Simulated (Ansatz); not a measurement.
# F3GeH3Si: the cost of one run

Method: RKS PBE/def2-SVP, in Ansatz 0.2.0.

## Step 1: The starting structure

Bond lengths: Ge1–Si2 2.702 Å, Ge1–F3 2.102 Å, Si2–F3 2.003 Å, Si2–F4 1.611 Å, Si2–F5 1.616 Å, Ge1–H6 1.501 Å, Ge1–H7 1.501 Å, Ge1–H8 1.510 Å. Angles (14 of 17 angles, heavy atoms first): Ge1–Si2–F3 50.5°, Ge1–Si2–F4 137.7°, Ge1–Si2–F5 95.7°, F3–Si2–F4 89.3°, F3–Si2–F5 88.2°, F4–Si2–F5 95.4°, Si2–Ge1–F3 47.3°, Ge1–F3–Si2 82.3°, Si2–Ge1–H6 90.9°, Si2–Ge1–H7 84.7°, Si2–Ge1–H8 136.8°, F3–Ge1–H6 107.1°, F3–Ge1–H7 111.8°, F3–Ge1–H8 90.0°.

As a file:

```xyz
8

Ge    0.1212   -0.7000    1.0637
Si   -0.7006    1.0102   -0.8594
F     0.3750   -0.6715   -1.0231
F    -0.9496    0.9826   -2.4509
F     0.6832    1.8414   -0.9352
H    -1.2956   -1.1175    1.3301
H     0.6964    0.5253    1.7121
H     1.0699   -1.8704    1.1628
```

## Step 2: Pulling towards end A

Springs on the bonds that form and break draw the guess towards this end; the thresholds are loose.

input.yaml

```yaml
crystal:
  periodic: [false, false, false]
  atoms:
    - { symbol: Ge, position_ang: [0.1212, -0.7, 1.0637] }
    - { symbol: Si, position_ang: [-0.7006, 1.0102, -0.8594] }
    - { symbol: F, position_ang: [0.375, -0.6715, -1.0231] }
    - { symbol: F, position_ang: [-0.9496, 0.9826, -2.4509] }
    - { symbol: F, position_ang: [0.6832, 1.8414, -0.9352] }
    - { symbol: H, position_ang: [-1.2956, -1.1175, 1.3301] }
    - { symbol: H, position_ang: [0.6964, 0.5253, 1.7121] }
    - { symbol: H, position_ang: [1.0699, -1.8704, 1.1628] }
basis:
  gaussian: { orbitals: def2-SVP }
hamiltonian:
  xc: pbe
relax:
  f_tol: 0.15
  max_steps: 25
  restrain:
    - { distance: [0, 2], at: 3.07, k: 30.0 }
    - { distance: [0, 1], at: 2.31, k: 30.0 }
    - { distance: [1, 2], at: 1.68, k: 30.0 }
```

Launch:

```
$ ansatz run input.yaml --threads 2 --pin off --max-ram 3072MiB --backend cpu --events-out ev --progress --plain --runs-dir out
```

**Question.** How long does this run take on 2 threads of Arm Neoverse V2, shared host, and how much memory does it need?

About 23 s, with a peak of 0.15 GiB.
